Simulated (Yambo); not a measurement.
# BW (Cmcm) in Yambo: further runs

One crystal, BW, is run at these levels: PBEsol; tasks: optical spectrum.

Program: Yambo 5.3.0. These are calculated values, not measurements. Logs are shortened: lines on timing, memory, paths and dates and some standing lists are left out, and cuts for length are marked.

## Step 1: The crystal as given

The structure is orthorhombic, space group Cmcm (No. 63). The conventional cell has a = 3.162 Å, b = 8.482 Å, c = 3.095 Å, α = 90.00°, β = 90.00°, γ = 90.00°. Around W (site symmetry m2m) lie 7 B at 2.32 to 2.50 Å. Around B (site symmetry m2m) lie 2 B at 1.86 Å.

The cell comes from a database or a generator and needn't be the stable form of this composition.

## Step 2: Optical spectrum, PBEsol

optics0.in

```
optics
chi
Chimod= "IP"
% BndsRnXd
 1 | 42 |
%
% LongDrXd
 1 | 0 | 0 |
%
% QpntsRXd
 1 | 1 |
%
% EnRngeXd
 0 | 20 | eV
%
% DmRngeXd
 0.1 | 0.1 | eV
%
ETStpsXd= 200
```

scf.in

```
&CONTROL
  calculation = 'scf'
  prefix = 'pwscf'
  outdir = './tmp'
  pseudo_dir = './pseudo'
/
&SYSTEM
  ibrav = 0
  nat = 4
  ntyp = 2
  ecutwfc = 76
  nbnd = 25
  occupations = 'smearing'
  smearing = 'fd'
  degauss = 0.00367493
  force_symmorphic = .true.
/
&ELECTRONS
  conv_thr = 8d-10
  electron_maxstep = 120
  mixing_beta = 0.5
/
ATOMIC_SPECIES
W    183.8400 W.upf
B     10.8100 B.upf
CELL_PARAMETERS angstrom
   1.5809060600   -4.2411156800    0.0000000000
   1.5809060600    4.2411156800    0.0000000000
   0.0000000000    0.0000000000    3.0951265000
ATOMIC_POSITIONS crystal
W      0.1446147700    0.8553852300    0.2500000000
W      0.8553852300    0.1446147700    0.7500000000
B      0.4389781600    0.5610218400    0.2500000000
B      0.5610218400    0.4389781600    0.7500000000
K_POINTS automatic
10 10 10 0 0 0
```

nscf.in

```
&CONTROL
  calculation = 'nscf'
  prefix = 'pwscf'
  outdir = './tmp'
  pseudo_dir = './pseudo'
/
&SYSTEM
  ibrav = 0
  nat = 4
  ntyp = 2
  ecutwfc = 76
  nbnd = 47
  occupations = 'smearing'
  smearing = 'fd'
  degauss = 0.00367493
  force_symmorphic = .true.
/
&ELECTRONS
  conv_thr = 1d-08
  diago_full_acc = .true.
  diago_thr_init = 1d-06
/
ATOMIC_SPECIES
W    183.8400 W.upf
B     10.8100 B.upf
CELL_PARAMETERS angstrom
   1.5809060600   -4.2411156800    0.0000000000
   1.5809060600    4.2411156800    0.0000000000
   0.0000000000    0.0000000000    3.0951265000
ATOMIC_POSITIONS crystal
W      0.1446147700    0.8553852300    0.2500000000
W      0.8553852300    0.1446147700    0.7500000000
B      0.4389781600    0.5610218400    0.2500000000
B      0.5610218400    0.4389781600    0.7500000000
K_POINTS automatic
6 6 6 0 0 0
```

Potentials or basis: PseudoDojo 0.4.1 SR PBEsol standard.

Launch:

```console
$ OMP_NUM_THREADS=1 pw.x -in scf.in > scf.out
$ OMP_NUM_THREADS=1 pw.x -in nscf.in > nscf.out
$ cd tmp/pwscf.save; p2y; mv SAVE ../..; cd ../..
$ OMP_NUM_THREADS=1 yambo
$ OMP_NUM_THREADS=1 yambo -F optics0.in -J optics0 -C optics0_out
```

Yambo's report:

```text
[... sections 02.01 to 02.04 as in the set-up run ...]

[... 5 lines left out ...]
  [X] Bosonic    Temperature                        :  0.258606E-1   300.100    [eV K]
  [X] Finite Temperature mode                       : yes
  [X] El. density                                   :  0.81919E+24 [cm-3]
  [X] Fermi Level                                   :  21.56602 [eV]

  [X] === Gaps and Widths ===
  [X] Conduction Band Min                           :  21.56602 [eV]
  [X] Valence Band Max                              :  21.56602 [eV]
  [X] Filled Bands                                  :  16
  [X] Metallic Bands                                :  17  20
  [X] Empty Bands                                   :   21   47

  [X] === Metallic Characters ===
  [X] N of el / N of met el                         :  34.00000   2.10748
  [X] Average metallic occ.                         :  0.131717

  [WARNING] [X] Metallic system

 [03] Transferred momenta grid and indexing
 ==========================================

 IBZ Q-points                                      :   68
 BZ  Q-points                                      :  216

 K/Q-points units:
 rlu = crystal or reduced units; cc = cartesian coordinates; iku = interal k-units

 Q [ 1]         [rlu]:  0.000000  0.000000  0.000000
 Q [ 2]         [rlu]:  0.000000  0.000000  0.166667
 Q [ 3]         [rlu]:  0.000000  0.000000  0.333333
 Q [ 4]         [rlu]:  0.000000  0.000000 -0.500000
 Q [ 5]         [rlu]:  0.79534E-17  0.16667       0.0000
 Q [ 6]         [rlu]:  0.79534E-17  0.16667      0.16667
 Q [ 7]         [rlu]:  0.79534E-17  0.16667      0.33333
 Q [ 8]         [rlu]:  0.79534E-17  0.16667     -0.50000
 Q [ 9]         [rlu]:  0.15907E-16  0.33333       0.0000
 Q [10]         [rlu]:  0.15907E-16  0.33333      0.16667
 Q [11]         [rlu]:  0.15907E-16  0.33333      0.33333
 Q [12]         [rlu]:  0.15907E-16  0.33333     -0.50000
 Q [13]         [rlu]:  0.82351E-16 -0.50000       0.0000
 Q [14]         [rlu]:  0.82351E-16 -0.50000      0.16667
 Q [15]         [rlu]:  0.82351E-16 -0.50000      0.33333
[... 33 lines left out ...]
 Q [49]         [rlu]:  0.500000 -0.500000  0.000000
 Q [50]         [rlu]:  0.500000 -0.500000  0.166667

 Remaining 18 points informations can be written running with -fatlog

 [04] Dipoles
 ============

  [04.01] Setup: observables and procedures
  =========================================

  [WARNING] [x,Vnl] slows the Dipoles computation. To neglect it rename the ns.kb_pp file
  [WF-Oscillators/G space/Transverse up loader] Normalization (few states)  min/max  :  0.53643E-17   1.0000

  [WR./optics0//ndb.dipoles]------------------------------------------------------
   Brillouin Zone Q/K grids (IBZ/BZ)                :   68  216   68  216
   RL vectors                                       :   4415 [WF]
   Fragmentation                                    : yes
   Electronic Temperature                           :  300.1000 [K]
   Bosonic    Temperature                           :  300.1000 [K]
   DIP band range                                   :    1   42
   DIP band range limits                            :  20  17
   DIP e/h energy range                             : -1.000000 -1.000000 [eV]
   RL vectors in the sum                            :   4415
   [r,Vnl] included                                 : yes
   Bands ordered                                    : yes
   Direct v evaluation                              : no
   Approach used                                    : G-space v
   Dipoles computed                                 : R V P [G-space]
   Wavefunctions                                    : Perdew, Burke & Ernzerhof SOL(X)+Perdew, Burke & Ernzerhof SOL(C)

  [WARNING] [r,Vnl^pseudo] included in position and velocity dipoles.

  [WARNING] In case H contains other non local terms, these are neglected

 [05] Optics
 ===========

 [X-CG] R(p) Tot o/o(of R):   17644   95310     100

 [WARNING] The system is a metal but Drude term not included.
```

Wall time 9.1 min (1 thread of Arm Neoverse V1, shared host); peak memory 0.26 GiB.

Results:

```
Band gap on the k mesh, mean-field level : none (metal or under the smearing width)
```

Dielectric function (along the field direction of the input):
| energy (eV) | real part | imaginary part |
| --- | --- | --- |
| 0.30 | 49.89 | 3.52 |
| 0.80 | 52.50 | 33.01 |
| 1.31 | 1.85 | 39.49 |
| 1.81 | 16.48 | 28.01 |
| 2.31 | 2.00 | 31.81 |
| 2.81 | 5.10 | 16.82 |
| 3.32 | 1.01 | 14.45 |
| 3.82 | 8.60 | 13.11 |
| 4.32 | 5.20 | 16.10 |
| 4.82 | 2.38 | 11.16 |
| 5.33 | 3.71 | 15.83 |
| 5.83 | -0.82 | 14.96 |
| 6.33 | -2.49 | 9.84 |
| 6.83 | -0.22 | 8.55 |
| 7.34 | -1.47 | 10.40 |
| 7.84 | -1.45 | 7.67 |
| 8.34 | -1.95 | 7.46 |
| 8.84 | -0.63 | 6.57 |
| 9.35 | -0.15 | 6.07 |
| 9.85 | -1.40 | 6.72 |
| 10.35 | -1.38 | 8.54 |
| 10.85 | -3.79 | 7.64 |
| 11.36 | -4.17 | 5.38 |
| 11.86 | -3.55 | 4.55 |
| 12.36 | -3.16 | 3.43 |
| 12.86 | -2.81 | 3.03 |
| 13.37 | -3.49 | 2.69 |
| 13.87 | -2.22 | 1.67 |
| 14.37 | -1.71 | 2.39 |
| 14.87 | -1.67 | 2.32 |
| 15.38 | -1.82 | 1.98 |
| 15.88 | -1.76 | 1.62 |
| 16.38 | -1.53 | 1.42 |
| 16.88 | -1.35 | 1.33 |
| 17.39 | -1.26 | 0.99 |
| 17.89 | -1.21 | 1.15 |
| 18.39 | -0.90 | 0.97 |
| 18.89 | -0.95 | 1.32 |
| 19.40 | -0.89 | 0.78 |
| 20.00 | -0.61 | 0.91 |

Caveat: the intraband (Drude) term of the metal is left out; the ground state has no gap, which makes the many-body step unreliable; spectra need much finer meshes, so this one isn't converged; independent-particle spectra lack excitons. Spin-orbit coupling is left out, which matters for the levels of W.

## Step 3: Optical spectrum, PBEsol

optics1.in

```
optics
chi
Chimod= "HARTREE"
% BndsRnXd
 1 | 42 |
%
NGsBlkXd= 3 Ry
% LongDrXd
 1 | 0 | 0 |
%
% QpntsRXd
 1 | 1 |
%
% EnRngeXd
 0 | 20 | eV
%
% DmRngeXd
 0.1 | 0.1 | eV
%
ETStpsXd= 200
```

scf.in is that of step 2.

nscf.in is that of step 2.

Potentials or basis: PseudoDojo 0.4.1 SR PBEsol standard.

Launch:

```console
$ OMP_NUM_THREADS=1 pw.x -in scf.in > scf.out
$ OMP_NUM_THREADS=1 pw.x -in nscf.in > nscf.out
$ cd tmp/pwscf.save; p2y; mv SAVE ../..; cd ../..
$ OMP_NUM_THREADS=1 yambo
$ OMP_NUM_THREADS=1 yambo -F optics1.in -J optics1 -C optics1_out
```

Yambo's report:

```text
[... sections 02.01 to 02.04 as in the set-up run ...]

[... 5 lines left out ...]
  [X] Bosonic    Temperature                        :  0.258606E-1   300.100    [eV K]
  [X] Finite Temperature mode                       : yes
  [X] El. density                                   :  0.81919E+24 [cm-3]
  [X] Fermi Level                                   :  21.56602 [eV]

  [X] === Gaps and Widths ===
  [X] Conduction Band Min                           :  21.56602 [eV]
  [X] Valence Band Max                              :  21.56602 [eV]
  [X] Filled Bands                                  :  16
  [X] Metallic Bands                                :  17  20
  [X] Empty Bands                                   :   21   47

  [X] === Metallic Characters ===
  [X] N of el / N of met el                         :  34.00000   2.10748
  [X] Average metallic occ.                         :  0.131717

  [WARNING] [X] Metallic system

 [03] Transferred momenta grid and indexing
 ==========================================

 IBZ Q-points                                      :   68
 BZ  Q-points                                      :  216

 K/Q-points units:
 rlu = crystal or reduced units; cc = cartesian coordinates; iku = interal k-units

 Q [ 1]         [rlu]:  0.000000  0.000000  0.000000
 Q [ 2]         [rlu]:  0.000000  0.000000  0.166667
 Q [ 3]         [rlu]:  0.000000  0.000000  0.333333
 Q [ 4]         [rlu]:  0.000000  0.000000 -0.500000
 Q [ 5]         [rlu]:  0.79534E-17  0.16667       0.0000
 Q [ 6]         [rlu]:  0.79534E-17  0.16667      0.16667
 Q [ 7]         [rlu]:  0.79534E-17  0.16667      0.33333
 Q [ 8]         [rlu]:  0.79534E-17  0.16667     -0.50000
 Q [ 9]         [rlu]:  0.15907E-16  0.33333       0.0000
 Q [10]         [rlu]:  0.15907E-16  0.33333      0.16667
 Q [11]         [rlu]:  0.15907E-16  0.33333      0.33333
 Q [12]         [rlu]:  0.15907E-16  0.33333     -0.50000
 Q [13]         [rlu]:  0.82351E-16 -0.50000       0.0000
 Q [14]         [rlu]:  0.82351E-16 -0.50000      0.16667
 Q [15]         [rlu]:  0.82351E-16 -0.50000      0.33333
[... 33 lines left out ...]
 Q [49]         [rlu]:  0.500000 -0.500000  0.000000
 Q [50]         [rlu]:  0.500000 -0.500000  0.166667

 Remaining 18 points informations can be written running with -fatlog

 [04] Dipoles
 ============

  [04.01] Setup: observables and procedures
  =========================================

  [WARNING] [x,Vnl] slows the Dipoles computation. To neglect it rename the ns.kb_pp file
  [WF-Oscillators/G space/Transverse up loader] Normalization (few states)  min/max  :  0.53643E-17   1.0000

  [WR./optics1//ndb.dipoles]------------------------------------------------------
   Brillouin Zone Q/K grids (IBZ/BZ)                :   68  216   68  216
   RL vectors                                       :   4415 [WF]
   Fragmentation                                    : yes
   Electronic Temperature                           :  300.1000 [K]
   Bosonic    Temperature                           :  300.1000 [K]
   DIP band range                                   :    1   42
   DIP band range limits                            :  20  17
   DIP e/h energy range                             : -1.000000 -1.000000 [eV]
   RL vectors in the sum                            :   4415
   [r,Vnl] included                                 : yes
   Bands ordered                                    : yes
   Direct v evaluation                              : no
   Approach used                                    : G-space v
   Dipoles computed                                 : R V P [G-space]
   Wavefunctions                                    : Perdew, Burke & Ernzerhof SOL(X)+Perdew, Burke & Ernzerhof SOL(C)

  [WARNING] [r,Vnl^pseudo] included in position and velocity dipoles.

  [WARNING] In case H contains other non local terms, these are neglected

 [05] Optics
 ===========

 [X-CG] R(p) Tot o/o(of R):   17644   95310     100

 [WARNING] The system is a metal but Drude term not included.
```

Wall time 9.3 min (1 thread of Arm Neoverse V1, shared host); peak memory 0.88 GiB.

What came out:

| Item | Value |
| --- | --- |
| Band gap on the k mesh, mean-field level | none (metal or under the smearing width) |

Dielectric function (along the field direction of the input):
| energy (eV) | real part | imaginary part |
| --- | --- | --- |
| 0.30 | 49.50 | 3.53 |
| 0.80 | 51.78 | 33.09 |
| 1.31 | 2.07 | 39.45 |
| 1.81 | 16.36 | 27.90 |
| 2.31 | 2.43 | 31.76 |
| 2.81 | 5.00 | 16.70 |
| 3.32 | 1.14 | 14.34 |
| 3.82 | 8.39 | 13.03 |
| 4.32 | 5.15 | 15.88 |
| 4.82 | 2.47 | 11.13 |
| 5.33 | 3.85 | 15.72 |
| 5.83 | -0.88 | 14.98 |
| 6.33 | -2.52 | 9.93 |
| 6.83 | -0.34 | 8.58 |
| 7.34 | -1.65 | 10.42 |
| 7.84 | -1.77 | 7.59 |
| 8.34 | -2.03 | 7.49 |
| 8.84 | -0.84 | 6.25 |
| 9.35 | -0.21 | 5.76 |
| 9.85 | -1.20 | 6.63 |
| 10.35 | -1.14 | 8.43 |
| 10.85 | -3.83 | 7.73 |
| 11.36 | -4.26 | 5.57 |
| 11.86 | -3.75 | 4.62 |
| 12.36 | -3.31 | 3.39 |
| 12.86 | -2.93 | 3.01 |
| 13.37 | -3.53 | 2.67 |
| 13.87 | -2.32 | 1.65 |
| 14.37 | -1.80 | 2.30 |
| 14.87 | -1.74 | 2.31 |
| 15.38 | -1.88 | 1.93 |
| 15.88 | -1.83 | 1.58 |
| 16.38 | -1.62 | 1.34 |
| 16.88 | -1.45 | 1.24 |
| 17.39 | -1.35 | 0.94 |
| 17.89 | -1.25 | 1.10 |
| 18.39 | -0.93 | 0.91 |
| 18.89 | -0.98 | 1.23 |
| 19.40 | -0.96 | 0.75 |
| 20.00 | -0.66 | 0.80 |

Caveat: the intraband (Drude) term of the metal is left out; the ground state has no gap, which makes the many-body step unreliable; spectra need much finer meshes, so this one isn't converged; these spectra lack excitons. The run has no spin-orbit coupling, so splittings on W are missing.

[end of part 1 of 2]
